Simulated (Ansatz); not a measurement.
# Hf3SnS8: the cost of one run

Method: DFT PBE, scalar-relativistic, plane waves, PAW, in Ansatz 0.2.0.

## Step 1: Starting point

It takes space group P3m1 (No. 156, trigonal). The conventional cell has a = 3.620 Å, b = 3.620 Å, c = 24.304 Å, α = 90.00°, β = 90.00°, γ = 120.00°. Hf (site symmetry 3m) has 6 S at 2.54 Å as nearest neighbours. Sn (site symmetry 3m) has 6 S at 2.54 Å as nearest neighbours. Around S (site symmetry 3m) lie 3 Hf at 2.54 Å. Around S (site symmetry 3m) lie 3 Sn at 2.54 Å. Only part of the 12 independent sites is listed.

As a file:

```cif
data_structure
_symmetry_space_group_name_H-M 'P 1'
_symmetry_Int_Tables_number 1
_cell_length_a 3.6202
_cell_length_b 3.6202
_cell_length_c 24.3044
_cell_angle_alpha 90.000
_cell_angle_beta 90.000
_cell_angle_gamma 120.000
_cell_volume 275.86
loop_
_atom_site_label
_atom_site_type_symbol
_atom_site_fract_x
_atom_site_fract_y
_atom_site_fract_z
_atom_site_occupancy
Hf1 Hf 0.33333 0.66667 0.31251 1
Hf2 Hf 0.33333 0.66667 0.81251 1
Hf3 Hf 0.66667 0.33333 0.06251 1
Sn1 Sn 0.66667 0.33333 0.56251 1
S1 S 0.66667 0.33333 0.37170 1
S2 S 0.66667 0.33333 0.87170 1
S3 S 0.33333 0.66667 0.12170 1
S4 S 0.33333 0.66667 0.62170 1
S5 S 0.00000 0.00000 0.00329 1
S6 S 0.00000 0.00000 0.50329 1
S7 S 0.00000 0.00000 0.25329 1
S8 S 0.00000 0.00000 0.75329 1
```

The start is an ordering of an alloy on its end members' structure types: elements ordered on the sites of the SnS2 type, Sn/Hf on Sn (P3m1, No. 156).

## Step 2: Probe: one point on a coarse mesh

File input.yaml:

```yaml
crystal:
  lattice:
    - [3.62020875, 0.0, 0.0]
    - [-1.81010437, 3.13519274, 0.0]
    - [0.0, 0.0, 24.30436865]
  atoms:
    - { symbol: Hf, position: [0.33333333, 0.66666667, 0.31250504] }
    - { symbol: Hf, position: [0.33333333, 0.66666667, 0.81250504] }
    - { symbol: Hf, position: [0.66666667, 0.33333333, 0.06250504] }
    - { symbol: Sn, position: [0.66666667, 0.33333333, 0.56250504] }
    - { symbol: S, position: [0.66666667, 0.33333333, 0.37170205] }
    - { symbol: S, position: [0.66666667, 0.33333333, 0.87170205] }
    - { symbol: S, position: [0.33333333, 0.66666667, 0.12170205] }
    - { symbol: S, position: [0.33333333, 0.66666667, 0.62170205] }
    - { symbol: S, position: [0.0, 0.0, 0.0032939] }
    - { symbol: S, position: [0.0, 0.0, 0.5032939] }
    - { symbol: S, position: [0.0, 0.0, 0.2532939] }
    - { symbol: S, position: [0.0, 0.0, 0.7532939] }
basis:
  ecutwfc: 420
kpoints:
  mp_grid: { grid: [6, 6, 1] }
hamiltonian:
  xc: pbe
scf:
  occupations: { method: gaussian, width: 0.1 }
  lower_state_search: "off"
output:
  forces: true
  stress: true
  eigenvalues: true
```

On the command line:

```
> ansatz run input.yaml --threads 1 --pin off --max-ram 2560MiB --backend cpu --events-out ev --progress --plain --runs-dir out
```

**Question.** How long does this run take on 1 thread of Intel Xeon at 2.50GHz (Skylake/Cascade Lake), shared host, and how much memory does it need?

About 29 s, with a peak of 0.56 GiB.
